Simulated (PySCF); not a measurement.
# From one method to the next for ZnCd

What do other methods print for ZnCd?

Program: PySCF 2.14.0. Level of theory: method and basis as typed in the scripts. These are calculated values, not measurements.

2 further runs of the same task are left out: 2 for a known fault of the program.

## (1) Where the work starts

ZnCd: 2 atoms, charge 0, spin multiplicity 1.

Bond lengths: Zn1–Cd2 2.590 Å.

## (2) Base script

File input.py:

```python
from pyscf import gto, scf

mol = gto.M(
    atom='Zn 0 0 0; Cd 0 0 2.59',
    basis='3-21g',
    charge=0,
    spin=0,
    verbose=4,
)
mf = scf.RHF(mol)
mf.kernel()
mf.analyze()
print('orbital energies (hartree):', mf.mo_energy[..., max(0, mol.nelec[1]-3):mol.nelec[0]+3].round(4))
```

Started as:

```console
$ OMP_NUM_THREADS=1 python input.py
```

## (3) Revtpss (RKS)

Run 1 changes functional: none (Hartree–Fock) → revtpss; SCF type: RHF → RKS.

Changes to input.py since step 2:

```diff
@@ -1,2 +1,2 @@
-from pyscf import gto, scf
+from pyscf import gto, dft
 
@@ -9,3 +9,3 @@
 )
-mf = scf.RHF(mol)
+mf = dft.RKS(mol, xc='revtpss')
 mf.kernel()
```

## (4) Stability test

Run 2 changes step after the SCF: analyze → stability.

Changes to input.py since step 2:

```diff
@@ -11,3 +11,4 @@
 mf.kernel()
-mf.analyze()
+mf.stability(internal=True, external=True)
+mf.dip_moment()
 print('orbital energies (hartree):', mf.mo_energy[..., max(0, mol.nelec[1]-3):mol.nelec[0]+3].round(4))
```

## (5) MP2

Run 3 changes step after the SCF: analyze → mp2; frozen orbitals: none → 19.

File input.py:

```python
from pyscf import gto, scf, mp

mol = gto.M(
    atom='Zn 0 0 0; Cd 0 0 2.59',
    basis='3-21g',
    charge=0,
    spin=0,
    verbose=4,
)
mf = scf.RHF(mol)
mf.kernel()
mp.MP2(mf, frozen=19).kernel()
mf.dip_moment()
print('orbital energies (hartree):', mf.mo_energy[..., max(0, mol.nelec[1]-3):mol.nelec[0]+3].round(4))
```

## (6) ROHF

Run 4 changes SCF type: RHF → ROHF.

Changes to input.py since step 2:

```diff
@@ -9,3 +9,3 @@
 )
-mf = scf.RHF(mol)
+mf = scf.ROHF(mol)
 mf.kernel()
```

## (7) Pw6b95 (RKS)

Run 5 changes functional: none (Hartree–Fock) → pw6b95; SCF type: RHF → RKS.

Changes to input.py since step 2:

```diff
@@ -1,2 +1,2 @@
-from pyscf import gto, scf
+from pyscf import gto, dft
 
@@ -9,3 +9,3 @@
 )
-mf = scf.RHF(mol)
+mf = dft.RKS(mol, xc='pw6b95')
 mf.kernel()
```

## (8) Gradient

Run 6 changes step after the SCF: analyze → gradient.

Changes to input.py since step 2:

```diff
@@ -11,3 +11,4 @@
 mf.kernel()
-mf.analyze()
+mf.nuc_grad_method().kernel()
+mf.dip_moment()
 print('orbital energies (hartree):', mf.mo_energy[..., max(0, mol.nelec[1]-3):mol.nelec[0]+3].round(4))
```

**Question.** What will these runs give? Wanted: for each run, E(SCF); from base; gap; SCF dipole; after the SCF.

As calculated:

| run | E(SCF) (hartree) | from base (eV) | cycles | gap (eV) | SCF dipole (D) | after the SCF |
| --- | --- | --- | --- | --- | --- | --- |
| base | -7208.762715 | 0 | 9 | 6.14 | 0.24 | n/a |
| revtpss (RKS) | -7211.062476 | not comparable | 10 | 2.12 | 0.02 | n/a |
| stability test | -7208.762715 | 0.0000 | 9 | 6.14 | 0.24 | unstable: RHF/RKS -> UHF/UKS |
| MP2 | -7208.762715 | 0.0000 | 9 | 6.14 | 0.24 | MP2 correlation -8.942 eV, core frozen |
| ROHF | -7208.762715 | 0.0000 | 9 | n/a | 0.24 | n/a |
| pw6b95 (RKS) | -7215.534390 | not comparable | 9 | 3.35 | 0.25 | n/a |
| gradient | -7208.762715 | 0.0000 | 9 | 6.14 | 0.24 | n/a |

In words: The SCF energy stays the same, to the digits that matter, with ROHF. The gap between the frontier levels is 2.1 eV with revtpss (0 % exact exchange) and 3.3 eV with pw6b95 (28 %): exact exchange opens it. Total energies of different functionals can't be compared with each other; differences within one functional can. The dearest run is “revtpss (RKS)”, at 8.1 s against 1.3 s.
